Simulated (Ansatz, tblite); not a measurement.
# The cluster Al11Sb10F3: chosen isomers compared

The task here is to estimate one member of a computed series from the others.

Program: Ansatz 0.2.0, Gaussian basis. Level of theory: relaxed with r2SCAN-D4/def2-SVP, singlet. These are calculated values, not measurements.

4 further runs of the same task are left out: 1 for a known fault of the program, 3 set aside as unsound or not needed.

## Starting geometry

24 atoms, charge 0, spin multiplicity 1.

Atoms are counted from 1 here; the program's logs count them from 0.

Bond lengths: Al1–Sb16 2.619 Å, Al1–Sb18 2.645 Å, Al2–Sb15 2.672 Å, Al2–Sb18 2.648 Å, Al3–Sb15 2.629 Å, Al3–Sb19 2.638 Å, Al3–Sb22 2.679 Å, Al4–Sb17 2.647 Å, Al4–Sb18 2.679 Å, Al5–Sb16 2.690 Å, Al5–Sb17 2.664 Å, Al6–Sb17 2.652 Å, Al6–Sb20 2.656 Å, Al6–Sb23 2.615 Å, Al7–F12 1.848 Å, Al7–Sb21 2.654 Å, Al7–Sb22 2.676 Å, Al8–Sb21 2.654 Å and more. Angles: Sb16–Al1–Sb18 110.7°, Sb15–Al2–Sb18 109.7°, Sb15–Al3–Sb19 110.3°, Sb15–Al3–Sb22 109.7°, Sb19–Al3–Sb22 109.5°, Sb17–Al4–Sb18 108.7°, Sb16–Al5–Sb17 108.7°, Sb17–Al6–Sb20 109.3°, Sb17–Al6–Sb23 109.2°, Sb20–Al6–Sb23 109.5°, F12–Al7–Sb21 109.2°, F12–Al7–Sb22 109.0°, Sb21–Al7–Sb22 109.5°, Sb21–Al8–Sb23 109.2°, Sb18–Al9–Sb19 108.7°, Sb18–Al9–Sb20 110.0°, Sb18–Al9–Sb21 109.0°, Sb19–Al9–Sb20 110.3° and more.

Sb takes a core potential in the def2 sets. No spin-orbit coupling is included.

The isomers as started, chosen beforehand: A: Al11Sb10 zinc blende off disc; B: Al11Sb10 zinc blende ring disc. The structure above is A.

Set-up of the first run:

File in.yaml:

```yaml
crystal:
  periodic: [false, false, false]
  atoms:
    - {symbol: Al, position_ang: [-3.762000, -2.915000, 0.718100]}
    - {symbol: Al, position_ang: [-3.763100, 0.181400, -2.336300]}
    - {symbol: Al, position_ang: [-3.801400, 3.217000, 0.726200]}
    - {symbol: Al, position_ang: [-0.722100, -2.916700, -2.356500]}
    - {symbol: Al, position_ang: [-0.724800, -5.982500, 0.722200]}
    - {symbol: Al, position_ang: [2.347700, -2.897800, 0.716100]}
    - {symbol: Al, position_ang: [-0.714800, 3.255100, -2.341500]}
    - {symbol: Al, position_ang: [2.334000, 0.182700, -2.353800]}
    - {symbol: Al, position_ang: [-0.710500, 0.155600, 0.737400]}
    - {symbol: Al, position_ang: [2.346000, 3.223000, 0.719000]}
    - {symbol: Al, position_ang: [5.417100, 0.175800, 0.709000]}
    - {symbol: F, position_ang: [-1.791100, 2.193900, -3.404100]}
    - {symbol: F, position_ang: [1.299000, 4.303900, 1.749800]}
    - {symbol: F, position_ang: [6.470900, -0.860700, 1.770000]}
    - {symbol: Sb, position_ang: [-5.323500, 1.719000, -0.806300]}
    - {symbol: Sb, position_ang: [-2.278300, -4.419700, 2.265400]}
    - {symbol: Sb, position_ang: [0.803200, -4.424600, -0.805800]}
    - {symbol: Sb, position_ang: [-2.254300, -1.362900, -0.803100]}
    - {symbol: Sb, position_ang: [-2.269800, 1.704300, 2.251500]}
    - {symbol: Sb, position_ang: [0.820300, -1.362700, 2.254300]}
    - {symbol: Sb, position_ang: [0.799600, 1.702800, -0.811200]}
    - {symbol: Sb, position_ang: [-2.262900, 4.796100, -0.796200]}
    - {symbol: Sb, position_ang: [3.840600, -1.391600, -0.813900]}
    - {symbol: Sb, position_ang: [3.874900, 1.709900, 2.262000]}
basis:
  gaussian: {orbitals: def2-SVP, fitting: {mean_field: def2-universal-jkfit}}
hamiltonian: {xc: r2scan, dispersion: d4}
scf: {lower_state_search: "off"}
output: {orbitals: {seedname: orbitals}}
relax: {f_tol: 0.03, max_steps: 70}
```

Started as:

```bash
> ansatz run in.yaml --threads 4 --pin off --events-out ev --progress --plain --max-ram 46080MiB --backend cuda --devices 0, --max-vram 37GiB
```

Among the steps run: Relaxing candidate A; Relaxing candidate B; Candidate B, PBE0-D4/def2-TZVP; Candidate B, PBE-D4/def2-TZVP; Candidate B, r2SCAN-D4/def2-TZVP; Candidate B, BLYP-D4/def2-TZVP; Candidate B, PBE-D4/def2-SVP; Candidate B, PBE0-D4/def2-SVP; Candidate B, MP2/def2-SVP.

One table of the session follows, with a row left open; its other results are not shown here.

It belongs to the step «B against A». 

| level | B above A (kcal/mol) |
| --- | --- |
| GFN1-xTB | +28.5 |
| HF/def2-SVP | +27.1 |
| PBE-D4/def2-SVP | +15.5 |
| PBE-D4/def2-TZVP | +13.3 |
| BLYP-D4/def2-TZVP | +15.1 |
| r2SCAN-D4/def2-TZVP | +13.4 |
| PBE0-D4/def2-SVP | +18.1 |
| PBE0-D4/def2-TZVP | +15.7 |
| MP2/def2-SVP | ? |

Estimate the missing values for MP2/def2-SVP.

**Answer.** B above A (kcal/mol): +10.6. In the column «B above A (kcal/mol)» it is the lowest.

Caveats from the session: Only singlets are compared; another spin may lie lower and prefer another shape.
